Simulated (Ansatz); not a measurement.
BaZrO3, space group Pm-3m, a single point

Computed with Ansatz's Python interface.

Run as a notebook:

**Cell 1**
```python
import warnings

import ansatz
import numpy as np
from pymatgen.core import Lattice, Structure
from pymatgen.core import Structure
from pymatgen.io.ase import AseAtomsAdaptor
from scipy.ndimage import map_coordinates
```

**Cell 2**
```python
warnings.simplefilter("ignore", ansatz.DeckWarning)
```

**Cell 3**
```python
pmg_structure = Structure(
    Lattice([(4.19134, 0.0, 0.0), (0.0, 4.19134, 0.0), (0.0, 0.0, 4.19134)]),
    ["Ba", "Zr", "O", "O", "O"],
    [
        (0.0, 0.0, 0.0),
        (0.5, 0.5, 0.5),
        (0.0, 0.5, 0.5),
        (0.5, 0.0, 0.5),
        (0.5, 0.5, 0.0),
    ],
)
xtal = ansatz.Crystal.from_ase(AseAtomsAdaptor.get_atoms(pmg_structure))
```

**Cell 4**
```python
xtal.resolved().sites[-1]
```
Output:
```text
Site(symbol='O', position=(0.5, 0.5, 0.0), moment=None, axis=None, held=None, saved=None)
```

**Cell 5**
```python
calc = xtal.calculation()
calc = calc.functional("pbe").scf(tolerance=1e-06, extra_bands=12)
calc = calc.occupations("fixed").kpoints(5, center="gamma")
calc = calc.band_table()
calc = calc.stress()
calc = calc.density()
res = calc.run()
report = res.report
```

**Cell 6**
```python
res.unlabelled_reasons
```
Output:
```text
['no_forces']
```

**Cell 7**
```python
print("%-22s %14.5f eV" % ("F = E - TS", report["free_energy_ev"]))
print("%-22s %14.5f eV" % ("E", report["internal_energy_ev"]))
print("%-22s %14.5f eV" % ("Harris-Foulkes", report["harris_foulkes_ev"]))
print("%-22s %14.5f eV" % ("Fermi level", report["fermi_energy_ev"]))
```
Output:
```text
F = E - TS               -11844.66987 eV
E                        -11844.66987 eV
Harris-Foulkes           -11844.66987 eV
Fermi level                   9.72486 eV
```

**Cell 8**
```python
edges = report.get("band_edges_ev")
if edges:
    print(f"band edges on the mesh: {edges[0]:.3f} and {edges[1]:.3f} eV, gap {edges[1] - edges[0]:.3f} eV")
else:
    print("no band edges reported (a metal, or a gap too narrow for this smearing); Fermi level", round(report["fermi_energy_ev"], 3), "eV")
```
Output:
```text
band edges on the mesh: 9.725 and 13.070 eV, gap 3.345 eV
```

**Cell 9**
```python
principal = np.linalg.eigvalsh(np.array(report["stress_gpa"]))
mises = np.sqrt(0.5 * sum((principal[i] - principal[i - 1]) ** 2 for i in range(3)))
print("principal stresses (GPa, compression positive):", np.round(principal, 3))
print(f"mean {principal.mean():.3f} GPa, von Mises {mises:.3f} GPa, PV = {principal.mean() * report['setup']['cell_volume_ang3'] / 160.21766:.4f} eV")
```
Output:
```text
principal stresses (GPa, compression positive): [4.05 4.05 4.05]
mean 4.050 GPa, von Mises 0.000 GPa, PV = 1.8613 eV
```

**Cell 10**
```python
final = Structure(res.lattice.cell_ang, [s.symbol for s in res.lattice.sites], [s.position_frac for s in res.lattice.sites])
rho = res.density()
total = sum(channel.density_e_per_ang3 for channel in rho.channels[:2])
grid_cell = np.asarray(rho.fft_grid_basis) @ res.lattice.cell_ang
partner = min(final.get_neighbors(final[0], 5.0), key=lambda n: n.nn_distance)
line = np.linspace(final[0].coords, partner.coords, 13)
points = (line @ np.linalg.inv(grid_cell)) * rho.dims
values = map_coordinates(total, points.T, order=3, mode="grid-wrap")
print(f"from {final[0].specie} to {partner.specie}, {partner.nn_distance:.3f} A")
for t, value in zip(np.linspace(0, partner.nn_distance, 13), values):
    print(f"{t:7.3f} A  {value:9.4f} e/A^3")
```
Output:
```text
from Ba to O, 2.964 A
  0.000 A     0.1857 e/A^3
  0.247 A     0.4795 e/A^3
  0.494 A     1.1869 e/A^3
  0.741 A     1.3616 e/A^3
  0.988 A     0.8071 e/A^3
  1.235 A     0.3235 e/A^3
  1.482 A     0.1492 e/A^3
  1.729 A     0.1561 e/A^3
  1.976 A     0.3336 e/A^3
  2.223 A     0.9636 e/A^3
  2.470 A     3.0742 e/A^3
  2.717 A     6.3551 e/A^3
  2.964 A     7.6655 e/A^3
```

**Cell 11**
```python
for term in (ansatz.EnergyTerm.SMEARING, ansatz.EnergyTerm.DISPERSION):
    print(f"F without {term.name.lower()}: {ansatz.free_energy_without(report, term):.5f} eV")
```
Output:
```text
F without smearing: -11844.66987 eV
F without dispersion: -11844.66987 eV
```

**Cell 12**
```python
print("pressure by term (GPa)")
for term, tensor in report["stress_terms_gpa"].items():
    if np.any(tensor):
        print(f"  {term:28s} {np.trace(np.array(tensor)) / 3:12.3f}")
print(f"  {'total':28s} {np.trace(np.array(report['stress_gpa'])) / 3:12.3f}")
```
Output:
```text
pressure by term (GPa)
  kinetic                          1499.999
  hartree                           499.072
  ewald                           -1953.854
  local_pseudopotential             278.963
  nonlocal_pseudopotential          -55.452
  augmentation                       90.958
  nlcc                             -213.168
  xc                               -142.945
  augmentation_tail                  -0.009
  scf_correction                      0.001
  pulay_correction                    0.486
  total                               4.050
```

Reading the output:
- The settings weren't tested for convergence.
- The run is spin-unpolarised.
- Along an axis with an odd division the mesh misses the point at one half; a gap read on a finite mesh is an upper bound on this functional's gap.
- Semilocal gaps usually lie well under measured ones.
- Under fixed occupations the level called the Fermi level is the highest filled one on the SCF mesh; off the mesh a filled band can lie a little above it.
- Only differences from the Fermi energy are physical; the zero of the scale is a convention.
- The program warned that this SCF threshold is loose for forces or stresses.
- Grid values close to the nuclei reflect the PAW or pseudopotential construction, not the all-electron fields.
- The starting cell is as deposited in a crystallographic database; the results hold for this polymorph, which needn't be the stable one.
- Levels are Kohn-Sham eigenvalues on this mesh, without spin-orbit coupling.
- The script silences the warnings on its input, which a real study should read.
- Timing: 2.9 s on 1 thread of Arm Neoverse V1, on a shared host, peak memory 0.45 GiB.

(Lines on the test bed's own set-up are left out of the output.)
